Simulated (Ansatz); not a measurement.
**C2H7AlO2: how energies converge with the basis set**

An exercise on one series of results from a longer session: the logs are not shown, and one member is left open.

Program: Ansatz 0.2.0, Gaussian basis. Level of theory: one geometry, several basis sets. These are calculated values, not measurements.

Plan: PBE0-D4/def2-SVP; ωB97M-V/def2-SVP; PBE0-D4/def2-QZVPP; ωB97M-V/def2-QZVPP; the functionals' def2-TZVPP values are taken from earlier runs.

## Structure used throughout

An earlier PBE0-D4 in a triple-zeta def2 set relaxation fixed the geometry.

SMILES `CO[CH2][AlH][OH]`, 12 atoms, charge 0, spin multiplicity 1.

Atoms are counted from 1 here; the program's logs count them from 0.

Bond lengths: C1–O2 1.395 Å, C1–H6 1.091 Å, C1–H7 1.100 Å, C1–H8 1.104 Å, O2–C3 1.422 Å, C3–Al4 1.986 Å, C3–H9 1.102 Å, C3–H10 1.097 Å, Al4–O5 1.698 Å, Al4–H11 1.582 Å, O5–H12 0.957 Å. Angles: O2–C1–H6 108.0°, O2–C1–H7 111.7°, O2–C1–H8 111.9°, H6–C1–H7 108.9°, H6–C1–H8 108.5°, H7–C1–H8 107.8°, C1–O2–C3 111.9°, O2–C3–Al4 112.5°, O2–C3–H9 110.4°, O2–C3–H10 106.2°, Al4–C3–H9 113.4°, Al4–C3–H10 108.6°, H9–C3–H10 105.1°, C3–Al4–O5 118.5°, C3–Al4–H11 124.8°, O5–Al4–H11 116.7°, Al4–O5–H12 121.2°.

Coordinates:

```
C    -0.68976   -0.15986    1.49270
O     0.52167    0.40684    1.09544
C     1.12579   -0.32186    0.03390
Al    0.22797   -0.00964   -1.71018
O    -0.86394    1.28436   -1.83944
H    -1.10674    0.46035    2.28716
H    -0.55430   -1.18282    1.87269
H    -1.41592   -0.20153    0.66238
H     1.21001   -1.38857    0.29839
H     2.15994    0.03895   -0.03540
H     0.49960   -0.84420   -3.02660
H    -1.03731    1.86277   -1.09713
```

The first run:

Input file in.yaml:

```yaml
crystal:
  periodic: [false, false, false]
  atoms:
    - {symbol: C, position_ang: [-0.689758, -0.159859, 1.492698]}
    - {symbol: O, position_ang: [0.521673, 0.406843, 1.095440]}
    - {symbol: C, position_ang: [1.125788, -0.321859, 0.033901]}
    - {symbol: Al, position_ang: [0.227965, -0.009641, -1.710182]}
    - {symbol: O, position_ang: [-0.863943, 1.284361, -1.839440]}
    - {symbol: H, position_ang: [-1.106738, 0.460353, 2.287160]}
    - {symbol: H, position_ang: [-0.554302, -1.182823, 1.872688]}
    - {symbol: H, position_ang: [-1.415920, -0.201526, 0.662379]}
    - {symbol: H, position_ang: [1.210008, -1.388565, 0.298386]}
    - {symbol: H, position_ang: [2.159943, 0.038947, -0.035399]}
    - {symbol: H, position_ang: [0.499596, -0.844198, -3.026603]}
    - {symbol: H, position_ang: [-1.037311, 1.862769, -1.097126]}
basis:
  gaussian: {orbitals: def2-SVP}
hamiltonian: {xc: pbe0, dispersion: d4}
output: {orbitals: {seedname: orbitals}}
```

On the command line:

```sh
$ ansatz run in.yaml --threads 4 --pin off --events-out ev --progress --plain --max-ram 10444MiB
```

Steps of the session up to this table: PBE0-D4 in def2-SVP; ωB97M-V in def2-SVP; PBE0-D4 in def2-QZVPP; ωB97M-V in def2-QZVPP.

One table of the session follows, with a row left open; its other results are not shown here.

It belongs to the step «Functionals by basis». 

```
functional       basis  HOMO (eV)
   PBE0-D4    def2-SVP      -6.62
   PBE0-D4  def2-TZVPP      -6.76
   PBE0-D4  def2-QZVPP      -6.79
   ωB97M-V    def2-SVP      -8.90
   ωB97M-V  def2-TZVPP          ?
   ωB97M-V  def2-QZVPP      -9.08
```

Q: Estimate the row for ωB97M-V, def2-TZVPP from the others.

**Answer.** HOMO (eV): -9.05. In the column «HOMO (eV)» it lies between ωB97M-V, def2-QZVPP (-9.08) and ωB97M-V, def2-SVP (-8.90).
